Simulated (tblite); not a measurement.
# C5H10BBrO2: the cost of one run

Computed with tblite 0.8.0 and PySCF 2.14.0, with density-fitted response routines of our own, on a single molecule in the gas phase. Atoms are numbered from 0 throughout.

## (1) Starting geometry

19 atoms, charge 0, multiplicity 1; geometry from: force field or distance geometry start.

Bonds of the start (Å): C0–O1 1.40, O1–C2 1.41, C2–C3 1.32, C3–C4 1.52, C3–C5 1.50, C5–O6 1.41, O6–B7 1.48, B7–Br8 2.00, C0–H9 1.11, C0–H10 1.12, C0–H11 1.12, C2–H12 1.10, C4–H13 1.10, C4–H14 1.10, C4–H15 1.11, C5–H16 1.11, C5–H17 1.12, B7–H18 1.18.

## (2) Optimising the geometry with GFN2-xTB

The job: settings as JSON, then the geometry in Å.

```
{"job": {"kind": "relax", "xc": "GFN2-xTB", "basis": "xTB"}, "charge": 0, "multiplicity": 1}
C     -2.411900     1.489500    -0.893600
O     -1.196600     0.863600    -0.577000
C     -1.146500    -0.416400     0.010700
C      0.009900    -0.989300     0.303500
C      0.000800    -2.372300     0.931100
C      1.310600    -0.292800     0.035800
O      1.403800     0.850700     0.861000
B      2.639200     1.589700     0.535300
Br     2.586200     3.050800    -0.824700
H     -2.216000     2.487100    -1.330100
H     -2.982600     0.877600    -1.632700
H     -3.037100     1.621900     0.025700
H     -2.092200    -0.930700     0.218100
H     -0.561000    -2.353400     1.875800
H      1.026100    -2.722500     1.140600
H     -0.484500    -3.087200     0.239900
H      1.337600    -0.015700    -1.041300
H      2.165500    -0.989700     0.239200
H      3.638900     1.348300     1.107400
```

Run with:

```
OMP_NUM_THREADS=1 python probes_run.py task.json out
```

This one command runs all jobs of the session in turn.

**Question.** How long does this first job take on 1 thread of Arm Neoverse N1, shared host, and how much memory does it need?

About 2.6 s, with a peak of 0.18 GiB.
